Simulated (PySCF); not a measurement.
# CdC (triplet): the SCF solver's settings

Aim: find out which solver settings change the answer for CdC (triplet).

Computed with PySCF 2.14.0. Level: method and basis as typed in the scripts.

4 further runs of the same task are left out: 1 for a known fault of the program, 3 that didn't finish.

### 1 The starting structure

CdC (triplet): 2 atoms, charge 0, spin multiplicity 3.

Bond lengths: Cd1–C2 2.110 Å.

### 2 The base run

input.py

```python
from pyscf import gto, scf
from pyscf.hessian import thermo

mol = gto.M(
    atom='Cd 0 0 0; C 0 0 2.11',
    basis='def2-svpd',
    ecp={'Cd': 'def2-svpd'},
    charge=0,
    spin=2,
    symmetry=True,
    verbose=4,
)
mf = scf.UHF(mol)
mf.kernel()
hess = mf.Hessian().kernel()
print('wavenumber (cm^-1) =', thermo.harmonic_analysis(mol, hess)['freq_wavenumber'].round(1))
mf.dip_moment()
print('orbital energies (hartree):', [e[max(0, n-3):n+3].round(4) for e, n in zip(mf.mo_energy, mol.nelec)])
```

Command:

```console
$ python input.py
```

The log of this run is left out.

It gives: E(SCF) = -204.474688 Eh, ⟨S²⟩ = 2.054, μ = 2.91 D, wavenumbers 497 cm⁻¹.

The bond length is a typed value, not an optimised one, so the wavenumber is not that of the minimum. The triplet is typed in the script; nothing here shows that it is the ground state.

### 3 Initial guess atom

Edit 1 changes initial guess: minao → atom.

input.py

```python
from pyscf import gto, scf
from pyscf.hessian import thermo

mol = gto.M(
    atom='Cd 0 0 0; C 0 0 2.11',
    basis='def2-svpd',
    ecp={'Cd': 'def2-svpd'},
    charge=0,
    spin=2,
    symmetry=True,
    verbose=4,
)
mf = scf.UHF(mol)
mf.init_guess = 'atom'
mf.kernel()
hess = mf.Hessian().kernel()
print('wavenumber (cm^-1) =', thermo.harmonic_analysis(mol, hess)['freq_wavenumber'].round(1))
mf.dip_moment()
print('orbital energies (hartree):', [e[max(0, n-3):n+3].round(4) for e, n in zip(mf.mo_energy, mol.nelec)])
```

Command:

```console
$ python input.py
```

### 4 Smearing width 0.005 hartree

Edit 2 changes smearing width: none → 0.005 hartree; step after the SCF: frequency → none.

input.py

```python
from pyscf import gto, scf

mol = gto.M(
    atom='Cd 0 0 0; C 0 0 2.11',
    basis='def2-svpd',
    ecp={'Cd': 'def2-svpd'},
    charge=0,
    spin=2,
    symmetry=True,
    verbose=4,
)
mf = scf.UHF(mol)
mf = scf.addons.smearing_(mf, sigma=0.005, method='fermi')
mf.kernel()
mf.dip_moment()
print('orbital energies (hartree):', [e[max(0, n-3):n+3].round(4) for e, n in zip(mf.mo_energy, mol.nelec)])
```

### 5 Initial guess random

Edit 3 changes initial guess: minao → random.

Edit input.py of step 2 so:

```diff
@@ -13,2 +13,3 @@
 mf = scf.UHF(mol)
+mf.init_guess = 'random'
 mf.kernel()
```

### 6 Level shift 0.1 hartree

Edit 4 changes level shift: none → 0.1 hartree.

Edit input.py of step 2 so:

```diff
@@ -13,2 +13,3 @@
 mf = scf.UHF(mol)
+mf.level_shift = 0.1
 mf.kernel()
```

### 7 Point-group symmetry off

Edit 5 changes point-group symmetry: on → off.

Edit input.py of step 2 so:

```diff
@@ -9,3 +9,2 @@
     spin=2,
-    symmetry=True,
     verbose=4,
```

What does the calculation give? Wanted: for each run, E(SCF); from base; gap, α spin; SCF dipole; after the SCF.

The runs gave:

| run | E(SCF) (hartree) | from base (eV) | cycles | gap, α spin (eV) | SCF dipole (D) | after the SCF |
| --- | --- | --- | --- | --- | --- | --- |
| base | -204.474688 | 0 | 17 | 8.25 | 2.91 | highest mode 497 cm⁻¹ |
| initial guess atom | -204.474688 | 0.0000 | 16 | 8.25 | 2.91 | highest mode 497 cm⁻¹ |
| smearing width 0.005 hartree | -204.221366 | not comparable | 13 | n/a | 4.55 | n/a |
| initial guess random | -204.474688 | 0.0000 | 17 | 8.25 | 2.91 | highest mode 497 cm⁻¹ |
| level shift 0.1 hartree | -204.510764 | -0.9817 | 17 | 10.45 | 2.59 | highest mode 567 cm⁻¹ |
| point-group symmetry off | -204.474688 | 0.0000 | 17 | 8.25 | 2.91 | highest mode 497 cm⁻¹ |

Distance from each run's final energy (log10 hartree) by cycle:

| run | cycle 1 | cycle 2 | cycle 3 | cycle 5 | cycle 8 | cycle 12 |
| --- | --- | --- | --- | --- | --- | --- |
| base | 0.0 | 0.2 | -1.5 | -2.9 | -2.1 | -6.0 |
| initial guess atom | -1.6 | -2.2 | -3.9 | -2.1 | -4.3 | -7.1 |
| smearing width 0.005 hartree | -0.1 | 0.6 | -1.1 | -2.7 | -3.9 | -10.2 |
| initial guess random | 0.0 | 0.2 | -1.5 | -2.9 | -2.1 | -6.0 |
| level shift 0.1 hartree | -0.1 | -0.3 | -1.2 | -1.9 | -3.3 | -6.4 |
| point-group symmetry off | 0.0 | 0.2 | -1.5 | -2.9 | -2.1 | -6.0 |

What this shows: The SCF energy stays the same, to the digits that matter, with initial guess atom or initial guess random or point-group symmetry off. PySCF falls back to minao for a guess that it doesn't know or can't read, so that run repeats the base. With level shift 0.1 hartree the SCF ends in another solution, 0.98 eV lower: the path to self-consistency decides the state here. With initial guess atom, initial guess random, point-group symmetry off the path hardly changes: 16 to 17 cycles against 17.
